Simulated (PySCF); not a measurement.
# C8H17N (1-butylpyrrolidine): the cost of one run

Programs: PySCF 2.14.0, with routines of our own; each step states its level. All values are computed. Atoms count from 0.

## Step 1: The starting structure

26 atoms, charge 0, multiplicity 1; geometry from: GFN2-xTB.

## Step 2: Optimising the geometry at PBE0-D3(BJ)/def2-SVP

What the job is given:

```
{"job": {"xc": "PBE0", "basis": "def2-SVP", "d3": "d3bj", "grid": 2, "kind": "geom"}, "charge": 0, "multiplicity": 1}
C      4.002539     0.265130     0.217022
C      2.802608    -0.187065    -0.605829
C      1.492115     0.039505     0.143173
C      0.281550    -0.373024    -0.691034
N     -0.937036    -0.364308     0.086405
C     -1.394881     0.953297     0.492288
C     -2.855762     0.748410     0.915534
C     -3.251435    -0.605587     0.301831
C     -2.069810    -0.957643    -0.598581
H      3.928819     1.325982     0.446467
H      4.928599     0.095761    -0.327403
H      4.048259    -0.284087     1.154803
H      2.780168     0.364431    -1.548869
H      2.904954    -1.247753    -0.845797
H      1.411828     1.094607     0.410144
H      1.489893    -0.541243     1.067092
H      0.202833     0.284610    -1.579431
H      0.429872    -1.396657    -1.048288
H     -0.777946     1.329492     1.309192
H     -1.335560     1.670337    -0.346544
H     -2.945715     0.721540     2.000077
H     -3.483820     1.557657     0.545352
H     -4.185253    -0.554287    -0.255059
H     -3.356925    -1.358522     1.081397
H     -1.921721    -2.033632    -0.704472
H     -2.209218    -0.524337    -1.606195
```

Run with:

```bash
> OMP_NUM_THREADS=1 python excited_run.py task.json out
```

One launch serves the whole session: the jobs run in the order shown.

Q: Estimate the wall time and peak memory of this first job on 1 thread of Intel Xeon Platinum 8488C, shared host.

About 99 s, with a peak of 0.96 GiB.
